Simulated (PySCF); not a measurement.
**RhF₂⁺: structure of the triplet**

Aim: relax RhF₂⁺ as a triplet from a bent start, check by its vibrations whether the end is a minimum, and collect its spectrum and constants.

The runs use PySCF 2.14.0; PBE0, basis Rh def2-TZVP with ECP28, F def2-TZVP, scalar-relativistic core potentials, no spin–orbit coupling, density fitting.

## 1. The system as given

3 atoms, charge 1, spin multiplicity 3.

Bond lengths: Rh1–F2 1.852 Å, Rh1–F3 1.852 Å. Angles: F2–Rh1–F3 110.0°.

Coordinates in bohr (charge 1 multiplicity 3):
```
Rh    0.0000    0.0000    0.0000
F     2.8671    0.0000    2.0076
F    -2.8671    0.0000    2.0076
```

## 2. First SCF at the start

One driver script runs all steps and calls PySCF; scf.py shows how it sets up the SCF of each step. The optimiser is the driver's own. After this first run the driver tries any further starts and a stability analysis.

scf.py reads:

```python
from pyscf import gto, scf, dft
mol = gto.M(atom='''
Rh     0.000000     0.000000     0.000000
F      1.517200     0.000000     1.062400
F     -1.517200     0.000000     1.062400''',
    basis={'Rh': 'def2-TZVP', 'F': 'def2-TZVP'},
    ecp={'Rh': 'def2-TZVP'},
    charge=1, spin=2)
mf = dft.UKS(mol, xc='PBE0')
mf.grids.atom_grid = (50, 194)
aux = {'Rh': 'def2-universal-JKFIT', 'F': 'def2-universal-JKFIT'}
mf = mf.density_fit(auxbasis=aux)
mf.conv_tol = 1e-08
mf.diis_space = 10
mf.max_cycle = 60
mf.init_guess = 'minao'
mf.verbose = 4
mf.kernel()
```

Launch:

```bash
$ OMP_NUM_THREADS=2 python axn.py task.json out
```

Log:

```text
init E= -301.501770669577
[... the frontier-level lines of each cycle are left out ...]
cycle= 1 E= -309.014103913117  delta_E= -7.51  |g|=  1.4  |ddm|= 2.98
cycle= 2 E= -305.710589528913  delta_E=  3.3  |g|= 2.98  |ddm|= 2.42
cycle= 3 E= -309.684370828627  delta_E= -3.97  |g|= 0.0993  |ddm|= 2.06
cycle= 4 E= -309.684580676406  delta_E= -0.00021  |g|= 0.142  |ddm|= 0.145
cycle= 5 E= -309.690618294669  delta_E= -0.00604  |g|= 0.0444  |ddm|= 0.0561
cycle= 6 E= -309.691583871378  delta_E= -0.000966  |g|= 0.0239  |ddm|= 0.0428
cycle= 7 E= -309.692045241902  delta_E= -0.000461  |g|= 0.00655  |ddm|= 0.037
cycle= 8 E= -309.692211097683  delta_E= -0.000166  |g|= 0.0038  |ddm|= 0.0278
cycle= 9 E= -309.692378114745  delta_E= -0.000167  |g|= 0.00302  |ddm|= 0.0368
cycle= 10 E= -309.692504362306  delta_E= -0.000126  |g|= 0.00265  |ddm|= 0.035
cycle= 11 E= -309.692652072758  delta_E= -0.000148  |g|= 0.0016  |ddm|= 0.0552
cycle= 12 E= -309.692722823904  delta_E= -7.08e-05  |g|= 0.00192  |ddm|= 0.0448
cycle= 13 E= -309.692751406457  delta_E= -2.86e-05  |g|= 0.00035  |ddm|= 0.0351
cycle= 14 E= -309.692755618788  delta_E= -4.21e-06  |g|= 0.000459  |ddm|= 0.0184
cycle= 15 E= -309.692755707227  delta_E= -8.84e-08  |g|= 0.000315  |ddm|= 0.00053
cycle= 16 E= -309.692755821943  delta_E= -1.15e-07  |g|= 9.15e-05  |ddm|= 0.0022
cycle= 17 E= -309.692755826191  delta_E= -4.25e-09  |g|= 6.08e-05  |ddm|= 0.000299
Extra cycle  E= -309.692755816299  delta_E= 9.89e-09  |g|= 0.000178  |ddm|= 0.000124
converged SCF energy = -309.692755816299  <S^2> = 2.0109355  2S+1 = 3.0072815
```

This step, with its further starts and checks, ran for 16 s (2 threads of Arm Neoverse V1, shared host).

The starts that the driver tried:

```
                      start  energy (Eh)
    the minimal-basis guess  -309.692756
a thermally smeared density  -309.698251
      a smeared PBE density  -309.692756
```

This is not the lowest solution: one lies 14.4 kJ/mol lower, at -309.69825 Eh, and the relaxation starts from that.

## 3. Relaxing the triplet from the bent start

The program finds C2v symmetry in the start, which this walk keeps. The walk stops when the largest gradient is under 0.0003 Eh/bohr and the energy has settled too.

scf.py, as its differences from that of step 2:

```diff
@@ -3,3 +3,3 @@
-Rh     0.000000     0.000000     0.000000
-F      1.517200     0.000000     1.062400
-F     -1.517200     0.000000     1.062400''',
+Rh     0.000000     0.000000    -0.286495
+F      1.517200     0.000000     0.775905
+F     -1.517200     0.000000     0.775905''',
@@ -16 +15,0 @@
-mf.init_guess = 'minao'
```

Energy and gradient, step by step:

```
step  energy (Eh)  change (kJ/mol)  largest symmetric gradient (Eh/bohr)
   0  -309.698251             0.00                               0.03547
   1  -309.705239           -18.35                               0.01132
   2  -309.705919           -20.13                               0.00140
   3  -309.705945           -20.20                               0.00014
   4  -309.705943           -20.20                               0.00002
```

The walk took 10 s.

After 4 steps and 20.2 kJ/mol it ends at C2v: Rh–F 1.780 Å (×2); F–Rh–F 100.8°.

## 4. Hessian and properties

The point is checked on the finer grid, and tightened if its gradient asks for it. The Hessian and the dipole derivatives come from central differences of analytic gradients, with steps of 0.02 bohr.

scf.py, as its differences from that of step 3:

```diff
@@ -3,3 +3,3 @@
-Rh     0.000000     0.000000    -0.286495
-F      1.517200     0.000000     0.775905
-F     -1.517200     0.000000     0.775905''',
+Rh     0.000000     0.000000    -0.301672
+F      1.376991     0.000000     0.826962
+F     -1.376991     0.000000     0.826962''',
@@ -10 +10 @@
-mf.grids.atom_grid = (50, 194)
+mf.grids.atom_grid = (75, 302)
@@ -13 +13 @@
-mf.conv_tol = 1e-08
+mf.conv_tol = 1e-10
```

The driver hands on the density of the step before, so the log starts near convergence.

SCF at the final geometry:

```text
init E= -309.705880520786
[... the frontier-level lines of each cycle are left out ...]
cycle= 1 E= -309.705880520768  delta_E= 1.84e-11  |g|= 8.05e-06  |ddm|= 5.66e-06
Extra cycle  E= -309.705880520598  delta_E= 1.7e-10  |g|= 2.39e-05  |ddm|= 1.47e-05
converged SCF energy = -309.705880520598  <S^2> = 2.004167  2S+1 = 3.0027767
```

The whole step took 37 s.

Geometry: C2v; Rh–F 1.780 Å (×2); F–Rh–F 101.3°.

Harmonic modes (main isotopes):

```tsv
symmetry	ω (cm⁻¹)	IR (km/mol)	μ (u)	type
a1	215	8.3	21.45	bend
b2	725	83.6	22.29	stretch
a1	755	17.9	21.24	stretch
```

No imaginary mode, so this is a minimum.

Properties at this point:

```yaml
Dipole_moment_about_the_centre_of_mass: 4.09 D
Highest_occupied_level: -16.36 eV
Lowest_empty_level: -12.98 eV
Rotational_constants: 0.4769, 0.234, 0.157 cm⁻¹
Zero-point_energy: 10.1 kJ/mol
Principal_polarisabilities: 15.1, 21.5, 32.7 bohr³
Principal_traceless_quadrupole_moments_about_the_centre_of_mass: -2.46, 0.18, 2.29 D Å
Entropy_at_298.15_K_and_1_bar_electronic_part_spin_only: 285.1 J/(mol K)
Heat_capacity_Cp_at_298.15_K: 47.2 J/(mol K)
Enthalpy_at_298.15_K_above_0_K: 11.84 kJ/mol
Rotational_symmetry_number: 2
Spin_squared_⟨S²⟩: 2.004
```

Charges (e) and bond orders:

```csv
atom,Mulliken,Löwdin,polar tensor,spin (Mulliken),Mayer order to Rh1
Rh1,1.50,1.14,1.77,1.67,–
"F2,3",-0.25,-0.07,-0.38,0.17,1.01
```

Mulliken populations on Rh1 (outside its core potential): s 2.18, p 6.14, d 7.17, f 0.01.

## 5. What came out

```
                                          quantity                             value
                                           minimum                      triplet, C2v
                                          geometry  Rh–F 1.780 Å (×2); F–Rh–F 101.3°
                                wavenumbers (cm⁻¹)      215 (a1), 725 (b2), 755 (a1)
                    dipole moment (centre of mass)                            4.09 D
highest occupied, lowest empty level (either spin)                 -16.36, -12.98 eV
                        polar-tensor charge of Rh1                           +1.77 e
                                 zero-point energy                       10.1 kJ/mol
                               entropy at 298.15 K                   285.1 J/(mol K)
                                              ⟨S²⟩                             2.004
```

What this shows: The molecule stays C2v, as typed, and the end point is a minimum. The strongest infrared band lies at 725 cm⁻¹ (b2, stretch). Most of the spin sits on Rh1 (Mulliken spin 1.67, against 2 for the whole molecule). The first SCF alone would have been 14 kJ/mol too high. Only this shape and spin were tried, so other structures or states may lie lower. One determinant may miss the lowest occupation of an open d or f shell.

The search up to here took 63 s.
